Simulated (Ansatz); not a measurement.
# ClFHNbO2: how energies converge with the basis set

An exercise on one series of results from a longer session: the logs are not shown, and one member is left open.

Program: Ansatz 0.2.0, Gaussian basis. Level of theory: one geometry, several basis sets. These are calculated values, not measurements.

Levels to be run: PBE0-D4/def2-SVP; ωB97M-V/def2-SVP; PBE0-D4/def2-QZVPP; ωB97M-V/def2-QZVPP; the functionals' def2-TZVPP values are taken from earlier runs.

## The geometry

All runs share one geometry, relaxed beforehand with PBE0-D4 in a triple-zeta def2 set. Nb takes the def2 core potential; no spin-orbit term is included.

SMILES `[O]=[Nb]([OH])([F])[Cl]`, 6 atoms, charge 0, spin multiplicity 1.

Atoms are counted from 1 here; the program's logs count them from 0.

Bond lengths: O1–Nb2 1.684 Å, Nb2–O3 1.874 Å, Nb2–F4 1.863 Å, Nb2–Cl5 2.296 Å, O3–H6 0.960 Å. Angles: O1–Nb2–O3 107.7°, O1–Nb2–F4 108.3°, O1–Nb2–Cl5 108.5°, O3–Nb2–F4 110.4°, O3–Nb2–Cl5 110.2°, F4–Nb2–Cl5 111.7°, Nb2–O3–H6 130.4°.

The first run:

File in.yaml:

```yaml
crystal:
  periodic: [false, false, false]
  atoms:
    - {symbol: O, position_ang: [-1.513086, -0.185664, 0.894745]}
    - {symbol: Nb, position_ang: [-0.314607, 0.041754, -0.266599]}
    - {symbol: O, position_ang: [1.329411, -0.396988, 0.519096]}
    - {symbol: F, position_ang: [-0.669562, -1.089936, -1.703366]}
    - {symbol: Cl, position_ang: [-0.326389, 2.247885, -0.902095]}
    - {symbol: H, position_ang: [1.536233, -0.681052, 1.412120]}
basis:
  gaussian: {orbitals: def2-SVP}
hamiltonian: {xc: pbe0, dispersion: d4}
output: {orbitals: {seedname: orbitals}}
```

Run with:

```
$ ansatz run in.yaml --threads 2 --pin off --events-out ev --progress --plain --max-ram 32768MiB --backend cpu
```

Steps of the session up to this table: PBE0-D4 in def2-SVP; ωB97M-V in def2-SVP; PBE0-D4 in def2-QZVPP; ωB97M-V in def2-QZVPP.

One of the session's tables, all rows but one given; the rest of the session is left out.

It belongs to the step «Density functionals: the series». 

| functional | basis | HOMO (eV) | LUMO (eV) |
| --- | --- | --- | --- |
| PBE0-D4 | def2-SVP | -9.46 | -2.10 |
| PBE0-D4 | def2-TZVPP | ? | ? |
| PBE0-D4 | def2-QZVPP | -9.54 | -2.17 |
| ωB97M-V | def2-SVP | -11.68 | 0.10 |
| ωB97M-V | def2-TZVPP | -11.79 | 0.02 |
| ωB97M-V | def2-QZVPP | -11.82 | -0.02 |

**Question.** Estimate the row for PBE0-D4, def2-TZVPP.

The run gave: HOMO (eV): -9.53; LUMO (eV): -2.15. In the column «HOMO (eV)» it lies between PBE0-D4, def2-QZVPP (-9.54) and PBE0-D4, def2-SVP (-9.46).
